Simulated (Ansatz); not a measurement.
# CH6AlFSi: the cost of one run

Program: Ansatz 0.2.0. Level of theory: RKS PBE0-D4/def2-SVP. These are calculated values, not measurements.

### 1 Starting point

Bond lengths: C1–Al2 1.938 Å, Al2–F3 1.770 Å, Al2–Si4 2.307 Å, C1–H5 1.105 Å, C1–H6 1.140 Å, C1–H7 1.153 Å, Si4–H8 1.448 Å, Si4–H9 1.527 Å, Si4–H10 1.523 Å. Angles (14 of 15 angles, heavy atoms first): C1–Al2–F3 119.1°, C1–Al2–Si4 121.8°, F3–Al2–Si4 119.1°, Al2–C1–H5 114.2°, Al2–C1–H6 111.5°, Al2–C1–H7 110.1°, Al2–Si4–H8 111.5°, Al2–Si4–H9 110.9°, Al2–Si4–H10 109.5°, H5–C1–H6 108.0°, H5–C1–H7 107.7°, H6–C1–H7 104.9°, H8–Si4–H9 110.7°, H8–Si4–H10 109.0°.

Coordinates:

```xyz
10

C     0.0489    1.3198   -1.2911
Al    0.7607    0.2625    0.1693
F     2.3925    0.6035    0.7654
Si   -0.4377   -1.4684    1.1118
H     0.6420    1.2629   -2.2220
H    -1.0238    1.0232   -1.5373
H    -0.0140    2.4296   -0.9836
H     0.2342   -2.7386    0.9301
H    -0.7030   -1.2043    2.5920
H    -1.8166   -1.5414    0.4682
```

### 2 Relaxing end A

Input file input.yaml:

```yaml
crystal:
  periodic: [false, false, false]
  atoms:
    - { symbol: C, position_ang: [0.0489, 1.3198, -1.2911] }
    - { symbol: Al, position_ang: [0.7607, 0.2625, 0.1693] }
    - { symbol: F, position_ang: [2.3925, 0.6035, 0.7654] }
    - { symbol: Si, position_ang: [-0.4377, -1.4684, 1.1118] }
    - { symbol: H, position_ang: [0.642, 1.2629, -2.222] }
    - { symbol: H, position_ang: [-1.0238, 1.0232, -1.5373] }
    - { symbol: H, position_ang: [-0.014, 2.4296, -0.9836] }
    - { symbol: H, position_ang: [0.2342, -2.7386, 0.9301] }
    - { symbol: H, position_ang: [-0.703, -1.2043, 2.592] }
    - { symbol: H, position_ang: [-1.8166, -1.5414, 0.4682] }
basis:
  gaussian: { orbitals: def2-SVP }
hamiltonian:
  xc: pbe0
  dispersion: d4
relax:
  f_tol: 0.015
  max_steps: 40
```

Run with:

```sh
ansatz run input.yaml --threads 2 --pin off --max-ram 3072MiB --backend cpu --events-out ev --progress --plain --runs-dir out
```

**Question.** How long does this run take on 2 threads of Arm Neoverse V2, shared host, and how much memory does it need?

About 15 s, with a peak of 0.18 GiB.
